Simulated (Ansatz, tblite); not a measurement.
# Cu(SH)2 (CuH2S2): removing and adding an electron

The task here is to estimate one member of a computed series from the others.

Computed with Ansatz 0.2.0, Gaussian basis. Level: as each input shows.

Levels to be run: charge +1 triplet, at the geometry of the doublet (PBE0-D4/def2-TZVP, PBE-D4/def2-TZVP, r2SCAN-D4/def2-TZVP, CCSD(T)/def2-TZVPP); charge +1 triplet, relaxed (PBE0-D4/def2-TZVP, PBE-D4/def2-TZVP); charge -1 singlet, at the geometry of the doublet (PBE0-D4/def2-TZVPD, PBE-D4/def2-TZVPD, r2SCAN-D4/def2-TZVPD, CCSD(T)/def2-TZVPD); charge +1 singlet, at the geometry of the doublet (PBE0-D4/def2-TZVP, PBE-D4/def2-TZVP, r2SCAN-D4/def2-TZVP); charge -1 triplet, at the geometry of the doublet (PBE0-D4/def2-TZVPD, PBE-D4/def2-TZVPD, r2SCAN-D4/def2-TZVPD); the starting doublet's energies come from earlier runs.

### The relaxed structure

The doublet was relaxed beforehand with PBE0-D4/def2-TZVP.

5 atoms, charge 0, spin multiplicity 2.

Atoms are counted from 1 here; the program's logs count them from 0.

Bond lengths: Cu1–S2 2.115 Å, Cu1–S4 2.115 Å, S2–H3 1.346 Å, S4–H5 1.346 Å. Angles: S2–Cu1–S4 179.8°, Cu1–S2–H3 95.4°, Cu1–S4–H5 95.4°.

Formally the metal is d9. No spin-orbit coupling is included.

Set-up of the first run:

File in.yaml:

```yaml
crystal:
  periodic: [false, false, false]
  atoms:
    - {symbol: Cu, position_ang: [0.002208, -0.005284, 0.000078]}
    - {symbol: S, position_ang: [-0.071062, 0.017152, 2.114124]}
    - {symbol: H, position_ang: [1.168873, 0.515471, 2.277491]}
    - {symbol: S, position_ang: [0.072836, -0.021819, -2.114113]}
    - {symbol: H, position_ang: [-1.172855, -0.505520, -2.277580]}
basis:
  gaussian: {orbitals: def2-SVP}
total_charge: 1
magnetization: {spin_polarized: true, initial_magnetization: 2}
hamiltonian: {xc: pbe0, dispersion: d4}
output: {orbitals: {seedname: orbitals}}
```

Started as:

```console
$ ansatz run in.yaml --threads 4 --pin off --events-out ev --progress --plain --max-ram 3916MiB
```

Among the steps run: Charge +1 triplet at the fixed geometry, first pass, PBE0-D4/def2-SVP; Charge +1 triplet at the fixed geometry, PBE0-D4/def2-TZVP; Charge +1 triplet at the fixed geometry, PBE-D4/def2-TZVP; Charge +1 triplet at the fixed geometry, r2SCAN-D4/def2-TZVP; Charge +1 triplet at the fixed geometry, CCSD(T)/def2-TZVPP; Relaxing the charge +1 triplet; Charge +1 triplet, PBE0-D4/def2-TZVP; Charge +1 triplet, PBE-D4/def2-TZVP; Charge -1 singlet at the fixed geometry, first pass, PBE0-D4/def2-SVP; Charge -1 singlet at the fixed geometry, PBE0-D4/def2-TZVPD; Charge -1 singlet at the fixed geometry, PBE-D4/def2-TZVPD; Charge -1 singlet at the fixed geometry, r2SCAN-D4/def2-TZVPD; Charge -1 singlet at the fixed geometry, CCSD(T)/def2-TZVPD.

One of the session's tables, all rows but one given; the rest of the session is left out.

It belongs to the step «Vertical electron affinity». 

| method | vertical electron affinity (eV) |
| --- | --- |
| HF/def2-TZVPD | 1.46 |
| PBE-D4/def2-TZVPD | ? |
| r2SCAN-D4/def2-TZVPD | 2.85 |
| PBE0-D4/def2-TZVPD | 3.09 |
| MP2/def2-TZVPD | 5.27 |
| CCSD/def2-TZVPD | 3.73 |
| CCSD(T)/def2-TZVPD | 4.00 |

Estimate the missing values for PBE-D4/def2-TZVPD.

The run gave: vertical electron affinity (eV): 2.81. In the column «vertical electron affinity (eV)» it lies between HF/def2-TZVPD (1.46) and r2SCAN-D4/def2-TZVPD (2.85).
